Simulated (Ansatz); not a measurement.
**HfN (rocksalt type): how the settings move a relaxation**

Question: which choices in the input matter for HfN (rocksalt type)?

Method: reference: DFT, PBE, PAW with Ansatz's default frozen-core files, scalar-relativistic, in Ansatz 0.2.0.

### 1 The system as given

It takes space group Fm-3m (No. 225, cubic). The conventional cell has a = 4.309 Å, b = 4.309 Å, c = 4.309 Å, α = 90.00°, β = 90.00°, γ = 90.00°. Around Hf (site symmetry m-3m) lie 6 N at 2.15 Å. N (site symmetry m-3m) has 6 Hf at 2.15 Å as nearest neighbours.

Coordinates:

```cif
data_structure
_symmetry_space_group_name_H-M 'Fm-3m'
_symmetry_Int_Tables_number 225
_cell_length_a 4.3089
_cell_length_b 4.3089
_cell_length_c 4.3089
_cell_angle_alpha 90.000
_cell_angle_beta 90.000
_cell_angle_gamma 90.000
_cell_volume 80.00
loop_
_atom_site_label
_atom_site_type_symbol
_atom_site_symmetry_multiplicity
_atom_site_Wyckoff_symbol
_atom_site_fract_x
_atom_site_fract_y
_atom_site_fract_z
_atom_site_occupancy
Hf1 Hf 4 a 0.00000 0.00000 0.00000 1
N1 N 4 b 0.50000 0.00000 0.00000 1
```

### 2 Reference

The input, input.yaml:

```yaml
crystal:
  lattice:
    - [0.0, 2.15443469, 2.15443469]
    - [2.15443469, 0.0, 2.15443469]
    - [2.15443469, 2.15443469, 0.0]
  atoms:
    - { symbol: Hf, position: [0.0, 0.0, 0.0] }
    - { symbol: "N", position: [0.5, 0.5, 0.5] }
kpoints:
  mp_grid: { grid: [17, 17, 17] }
scf:
  occupations: { method: fermi_dirac, width: 0.08 }
hamiltonian:
  xc: pbe
  pseudopotentials: { kind: paw }
output:
  forces: true
  stress: true
  write_density: true
  write_potential: true
  elf: true
  volumetric_format: npy
relax:
  f_tol: 0.005
  max_steps: 40
  cell: {}
```

Launch:

```sh
$ ansatz run input.yaml --threads 2 --pin off --max-ram 4096MiB --backend cpu --events-out ev --progress --plain --runs-dir out
```

### 3 Variant: occupations.method tetrahedron, spin_polarized true, width left out

Edit input.yaml of step 2 so:

```diff
@@ -11,3 +11,3 @@
 scf:
-  occupations: { method: fermi_dirac, width: 0.08 }
+  occupations: { method: tetrahedron }
 hamiltonian:
@@ -18,6 +18,2 @@
   stress: true
-  write_density: true
-  write_potential: true
-  elf: true
-  volumetric_format: npy
 relax:
@@ -26 +22,3 @@
   cell: {}
+magnetization:
+  spin_polarized: true
```

Before running it: what results should come out? Wanted: for each run, ending; energy change; pressure; gap; force.

As calculated:

```csv
run,ending,energy change,pressure (GPa),gap (eV),force (eV/Å),cycles,time
reference,converged,0,0.0,0.00,0.00,48,15 s
"1: occupations.method tetrahedron, spin_polarized true, width left out",converged,-0.5 meV/atom (σ→0),0.0,0.00,0.00,73,19 s
```

Times don't compare one to one where runs were asked for different outputs or read a saved state (see the inputs); cycles may leave out searches for a lower state.

What this shows: Changing the smearing and spin polarisation moves the energy by -0.5 meV/atom (σ→0 values).
